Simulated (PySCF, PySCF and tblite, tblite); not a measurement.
# 2-formyl-1-fluorobenzene (C7H5FO): conformers and averaged spectra, part 2 of 2

PySCF and tblite. Atoms count from 0.

## (5) Couplings, conformer 1: B3LYP/pcJ-1+6-31G*

The job: settings as JSON, then the geometry in Å.

```
{"job": {"xc": "B3LYP", "basis": {"default": "6-31G*", "H": "pcJ-1", "F": "pcJ-1"}, "nuclei": ["H", "F", "P", "Si", "B"], "kind": "j"}, "charge": 0, "multiplicity": 1}
O      2.905558    -0.966485     0.887631
C      2.329789    -0.143082     0.224678
C      0.867430    -0.059410     0.086540
C      0.042040    -0.969866     0.749730
C     -1.330832    -0.898284     0.627147
C     -1.906788     0.086705    -0.162757
C     -1.112393     1.002680    -0.832092
C      0.260738     0.919708    -0.700600
F      1.025969     1.813308    -1.353899
H      2.881534     0.628871    -0.341606
H      0.514901    -1.726291     1.357940
H     -1.957362    -1.607526     1.145526
H     -2.980252     0.143592    -0.260045
H     -1.541010     1.775608    -1.450358
```

Standard output:

```text
coarse grid: 12880 points
cycle   1  E = -444.6926815471  dE =  1.692e+00  |g| = 9.294e-01  |ddm| = 3.927e+00
cycle   2  E = -444.0449875923  dE =  6.477e-01  |g| = 1.985e+00  |ddm| = 3.109e+00
cycle   3  E = -444.8565925413  dE = -8.116e-01  |g| = 2.295e-01  |ddm| = 2.490e+00
cycle   4  E = -444.8668141161  dE = -1.022e-02  |g| = 9.542e-02  |ddm| = 3.032e-01
cycle   5  E = -444.8682527898  dE = -1.439e-03  |g| = 2.671e-02  |ddm| = 7.903e-02
cycle   6  E = -444.8683988775  dE = -1.461e-04  |g| = 8.077e-03  |ddm| = 2.936e-02
cycle   7  E = -444.8684116734  dE = -1.280e-05  |g| = 2.772e-03  |ddm| = 8.515e-03
cycle   8  E = -444.8684135719  dE = -1.899e-06  |g| = 8.970e-04  |ddm| = 3.248e-03
final grid: 128128 points
cycle   9  E = -444.8112756358  dE = -5.755e-05  |g| = 7.548e-03  |ddm| = 2.601e-02
cycle  10  E = -444.8112556286  dE =  2.001e-05  |g| = 1.271e-02  |ddm| = 1.797e-02
cycle  11  E = -444.8112877469  dE = -3.212e-05  |g| = 2.185e-03  |ddm| = 1.245e-02
cycle  12  E = -444.8112886574  dE = -9.104e-07  |g| = 5.626e-04  |ddm| = 2.225e-03
cycle  13  E = -444.8112887112  dE = -5.383e-08  |g| = 1.649e-04  |ddm| = 6.110e-04
cycle  14  E = -444.8112887163  dE = -5.092e-09  |g| = 4.575e-05  |ddm| = 1.836e-04
cycle  15  E = -444.8112887168  dE = -4.807e-10  |g| = 1.762e-05  |ddm| = 5.979e-05
converged SCF energy = -444.8112887168

Indirect spin-spin couplings (Hz)
  i      j    bonds     total        FC       PSO       DSO        SD
  8 F    9 H    4      1.314     0.446    -0.427     1.539    -0.244
  8 F   10 H    4      6.204     7.176     0.664    -1.446    -0.190
  8 F   11 H    5     -0.815     0.188     0.578    -1.415    -0.166
  8 F   12 H    4      4.609     4.893     1.211    -1.365    -0.131
  8 F   13 H    3     11.127    14.788    -2.813     0.015    -0.863
  9 H   10 H    4     -0.671    -0.060     1.118    -1.729         -
  9 H   11 H    5      0.499     0.949     0.899    -1.349         -
  9 H   12 H    6     -0.409    -0.026     0.805    -1.188         -
  9 H   13 H    5     -0.298    -0.048     0.805    -1.056         -
 10 H   11 H    3      8.832     9.017     0.159    -0.344         -
 10 H   12 H    4      0.995     1.636     1.174    -1.815         -
 10 H   13 H    5     -0.241     0.404     1.188    -1.833         -
 11 H   12 H    3      8.309     8.514     0.219    -0.425         -
 11 H   13 H    4      0.164     0.822     1.183    -1.841         -
 12 H   13 H    3      9.404     9.620     0.168    -0.384         -
```

It took 26 s on 1 thread of Arm Neoverse V1, shared host; peak memory 0.84 GiB.

In short: HOMO -7.05 eV, LUMO -1.90 eV; dipole 3.43 D.

## (6) Couplings, conformer 2: B3LYP/pcJ-1+6-31G*

The job: settings as JSON, then the geometry in Å.

```
{"job": {"xc": "B3LYP", "basis": {"default": "6-31G*", "H": "pcJ-1", "F": "pcJ-1"}, "nuclei": ["H", "F", "P", "Si", "B"], "kind": "j"}, "charge": 0, "multiplicity": 1}
O      3.191187     0.436493    -0.094197
C      2.316000    -0.383301    -0.150609
C      0.868240    -0.132939    -0.056542
C     -0.025732    -1.202611    -0.142687
C     -1.388912    -1.003815    -0.057668
C     -1.892713     0.277411     0.116198
C     -1.033008     1.357349     0.204787
C      0.332584     1.147079     0.118460
F      1.138079     2.209215     0.207561
H      2.547010    -1.460657    -0.286065
H      0.369661    -2.198884    -0.278250
H     -2.062701    -1.843883    -0.126341
H     -2.958101     0.436213     0.183246
H     -1.402274     2.361856     0.339941
```

Standard output:

```text
coarse grid: 12880 points
cycle   1  E = -444.6837653348  dE =  1.708e+00  |g| = 9.339e-01  |ddm| = 3.941e+00
cycle   2  E = -444.0232744286  dE =  6.605e-01  |g| = 2.010e+00  |ddm| = 3.288e+00
cycle   3  E = -444.8493125490  dE = -8.260e-01  |g| = 2.406e-01  |ddm| = 2.631e+00
cycle   4  E = -444.8599103865  dE = -1.060e-02  |g| = 1.149e-01  |ddm| = 3.312e-01
cycle   5  E = -444.8624045063  dE = -2.494e-03  |g| = 4.090e-02  |ddm| = 1.257e-01
cycle   6  E = -444.8628551183  dE = -4.506e-04  |g| = 9.026e-03  |ddm| = 4.780e-02
cycle   7  E = -444.8628738344  dE = -1.872e-05  |g| = 3.222e-03  |ddm| = 1.050e-02
cycle   8  E = -444.8628761333  dE = -2.299e-06  |g| = 8.755e-04  |ddm| = 3.367e-03
final grid: 128128 points
cycle   9  E = -444.8067428444  dE = -6.160e-05  |g| = 7.758e-03  |ddm| = 3.386e-02
cycle  10  E = -444.8067209984  dE =  2.185e-05  |g| = 1.320e-02  |ddm| = 1.821e-02
cycle  11  E = -444.8067553529  dE = -3.435e-05  |g| = 2.316e-03  |ddm| = 1.310e-02
cycle  12  E = -444.8067564241  dE = -1.071e-06  |g| = 5.549e-04  |ddm| = 2.567e-03
cycle  13  E = -444.8067564735  dE = -4.940e-08  |g| = 1.782e-04  |ddm| = 5.730e-04
cycle  14  E = -444.8067564793  dE = -5.778e-09  |g| = 4.799e-05  |ddm| = 1.938e-04
cycle  15  E = -444.8067564798  dE = -5.125e-10  |g| = 1.933e-05  |ddm| = 6.167e-05
converged SCF energy = -444.8067564798

Indirect spin-spin couplings (Hz)
  i      j    bonds     total        FC       PSO       DSO        SD
  8 F    9 H    4     -3.157    -2.375     1.083    -1.494    -0.371
  8 F   10 H    4      5.826     6.726     0.730    -1.462    -0.167
  8 F   11 H    5     -1.078    -0.045     0.544    -1.410    -0.167
  8 F   12 H    4      4.139     4.291     1.348    -1.350    -0.150
  8 F   13 H    3     10.451    14.413    -3.152     0.075    -0.885
  9 H   10 H    4      0.567    -0.213    -1.385     2.166         -
  9 H   11 H    5     -0.249    -0.055     0.498    -0.693         -
  9 H   12 H    6     -0.395    -0.018     0.743    -1.120         -
  9 H   13 H    5      0.416     0.867     0.960    -1.411         -
 10 H   11 H    3      8.679     8.877     0.140    -0.338         -
 10 H   12 H    4      0.823     1.471     1.191    -1.838         -
 10 H   13 H    5     -0.288     0.365     1.199    -1.852         -
 11 H   12 H    3      8.354     8.565     0.222    -0.434         -
 11 H   13 H    4      0.203     0.863     1.185    -1.845         -
 12 H   13 H    3      9.337     9.551     0.170    -0.383         -
```

It took 26 s on 1 thread of Arm Neoverse V1, shared host; peak memory 0.9 GiB.

In short: HOMO -6.93 eV, LUMO -1.83 eV; dipole 4.45 D.

## (7) Boltzmann average: properties at PBE0/pcSseg-1

The job: settings as JSON, then the geometry in Å.

```
{"job": {"study": "conf", "smiles": "O=Cc1ccccc1F", "search": {"seed": 1413, "n_embed": 60, "ff_keep": 14, "window": 3.0, "nmax": 10, "temps": [220, 260, 298.15, 340, 380], "t_ref": 298.15, "order": 0.0005}, "level": {"nmr": {"xc": "PBE0", "basis": "pcSseg-1"}, "j": {"xc": "B3LYP", "basis": {"default": "6-31G*", "H": "pcJ-1", "F": "pcJ-1"}, "nuclei": ["H", "F", "P", "Si", "B"]}}, "kind": "conf"}, "charge": 0, "multiplicity": 1}
O      2.905558    -0.966485     0.887631
C      2.329789    -0.143082     0.224678
C      0.867430    -0.059410     0.086540
C      0.042040    -0.969866     0.749730
C     -1.330832    -0.898284     0.627147
C     -1.906788     0.086705    -0.162757
C     -1.112393     1.002680    -0.832092
C      0.260738     0.919708    -0.700600
F      1.025969     1.813308    -1.353899
H      2.881534     0.628871    -0.341606
H      0.514901    -1.726291     1.357940
H     -1.957362    -1.607526     1.145526
H     -2.980252     0.143592    -0.260045
H     -1.541010     1.775608    -1.450358
```

Standard output:

```text
conformer  sym    E(xTB)   E(DFT)   G(298.15 K)  weight  dipole/D
    1     Cs      0.000    0.000    0.000   0.9868    3.494
    2     Cs      2.690    2.624    2.556   0.0132    4.507

mean shielding (ppm) by class
class atoms           220 K      260 K   298.15 K      340 K      380 K
  0 O  0           -330.707   -330.844   -331.039   -331.319   -331.636
  1 C  1             -3.447     -3.455     -3.467     -3.485     -3.504
  2 C  2             58.237     58.235     58.232     58.227     58.222
  3 C  3             51.396     51.371     51.336     51.286     51.228
  4 C  4             57.224     57.228     57.233      57.24     57.248
  5 C  5             44.695       44.7     44.706     44.715     44.726
  6 C  6             64.815     64.808     64.797     64.783     64.766
  7 C  7              10.94     10.953     10.972     10.999     11.029
  8 F  8            301.778    301.692    301.569    301.394    301.194
  9 H  9             21.035     21.037      21.04     21.044     21.049
 10 H  10            23.259     23.261     23.265     23.271     23.277
 11 H  11            24.134     24.134     24.134     24.134     24.134
 12 H  12            23.835     23.835     23.836     23.836     23.836
 13 H  13             24.24      24.24      24.24      24.24      24.24
```

It took 94 s on 1 thread of Arm Neoverse V1, shared host. This counts the runs that the step sums up.

The search (ETKDG and KDG, MMFF94s, GFN2-xTB) embedded 60 structures, kept 2 distinct ones after the force field and 2 after xTB; 2 were carried on (window 3.0 kcal/mol at the search's own energies). Energies: PBE0/pcSseg-1 with D3(BJ).

The conformers at 298 K:

```
no.  group  mirror pair  ΔE xTB  ΔE DFT    ΔG  weight (%)  μ (D)  O0–C1–C2–C3 (°)     A, B, C (GHz)
  1     Cs           no    0.00    0.00  0.00        98.7   3.49                0  2.58, 1.57, 0.98
  2     Cs           no    2.69    2.62  2.56         1.3   4.51              180  3.12, 1.49, 1.01
```

Energies in kcal/mol. ΔG holds xTB vibrations and rotation, symmetry numbers and mirror pairs.

Weights (%) by temperature:

| no. | 220 K | 260 K | 298 K | 340 K | 380 K |
| --- | --- | --- | --- | --- | --- |
| 1 | 99.7 | 99.3 | 98.7 | 97.8 | 96.9 |
| 2 | 0.3 | 0.7 | 1.3 | 2.2 | 3.1 |

Other ways of weighting, at the same temperature:

| scheme | 1 | 2 | mean μ (D) |
| --- | --- | --- | --- |
| DFT free energy | 99 | 1 | 3.51 |
| DFT energy, symmetry counted | 99 | 1 | 3.51 |
| DFT energy alone | 99 | 1 | 3.51 |
| xTB energy, symmetry counted | 99 | 1 | 3.50 |
| xTB free energy | 99 | 1 | 3.51 |
| lowest conformer only | 100 | 0 | 3.49 |
| equal weights | 50 | 50 | 4.00 |
| conformers found from three starts alone | 100 | 0 | 3.49 |

Shifts against references run at the same level (13C TMS 186.9, 1H TMS 31.72, 19F CFCl3 170.9, 17O H2O 336.1 ppm of shielding), by class of atoms, at 298 K:

```
atoms                              environment   no. 1   no. 2  average  measured
   C1                 aldehyde carbonyl carbon   190.4   192.4    190.4         –
   C7         aromatic carbon bearing fluorine   176.0   172.9    176.0         –
   C5                              aromatic CH   142.2   141.2    142.2         –
   C3                              aromatic CH   135.5   141.4    135.6         –
   C4                              aromatic CH   129.7   128.9    129.7         –
   C2              substituted aromatic carbon   128.7   129.2    128.7         –
   C6                              aromatic CH   122.1   123.8    122.1         –
   H9  hydrogen on an aldehyde carbonyl carbon   10.68   10.21    10.68         –
  H10               hydrogen on an aromatic CH    8.46    7.81     8.45         –
  H12               hydrogen on an aromatic CH    7.88    7.84     7.88         –
  H11               hydrogen on an aromatic CH    7.58    7.57     7.58         –
  H13               hydrogen on an aromatic CH    7.48    7.47     7.48         –
   O0                          aldehyde oxygen   666.7   699.4    667.1         –
   F8                            aryl fluorine  -130.9  -110.4   -130.6    -122.4
```

Measured: G. Saielli, R. Bini, A. Bagno, Computational 19F NMR. 2. Organic compounds, RSC Adv. 2014, ESI (exp. from Berger-Braun-Kalinowski 1994 and Everett 1995).

Couplings (Hz, B3LYP/pcJ-1+6-31G*; one pair named for each class), from conformers that hold 100 % of the weight:

| pair | bonds | no. 1 | no. 2 | average |
| --- | --- | --- | --- | --- |
| F8–H13 | 3 | 11.1 | 10.4 | 11.1 |
| H12–H13 | 3 | 9.4 | 9.3 | 9.4 |
| H10–H11 | 3 | 8.8 | 8.7 | 8.8 |
| H11–H12 | 3 | 8.3 | 8.3 | 8.3 |
| F8–H10 | 4 | 6.2 | 5.8 | 6.2 |
| F8–H12 | 4 | 4.6 | 4.1 | 4.6 |
| F8–H9 | 4 | 1.3 | -3.2 | 1.3 |
| H10–H12 | 4 | 1.0 | 0.8 | 1.0 |
| H9–H10 | 4 | -0.7 | 0.6 | -0.7 |

Effective distances for nuclear Overhauser effects, ⟨r⁻⁶⟩^(−1/6) over all pairs of two classes (Å): H11···H12 2.47; H10···H11 2.48; H12···H13 2.48; H9···H10 3.62.

## (8) Results

What follows sums up all 2 parts.

| quantity | value |
| --- | --- |
| conformers | 2; the first in weight is no. 1 (Cs), 99 % at 298 K |
| root-mean-square dipole | 3.51 D |
| averaged 13C shifts (PBE0/pcSseg-1) | 190.4, 176.0, 142.2, 135.6, 129.7, 128.7, 122.1 ppm |
| averaged 1H shifts (PBE0/pcSseg-1) | 10.68, 8.45, 7.88, 7.58, 7.48 ppm |
| averaged 19F shifts (PBE0/pcSseg-1) | -130.6 ppm |

In words: At 298 K conformer 1 holds 99 % of the ensemble (100 % at 220 K, 97 % at 380 K). Against 1 measured 19F shift the average misses by 8.2 ppm, the leading conformer alone by 8.5 ppm. Vibration and solvent are missing from the shifts, so part of that gap is not the functional's.
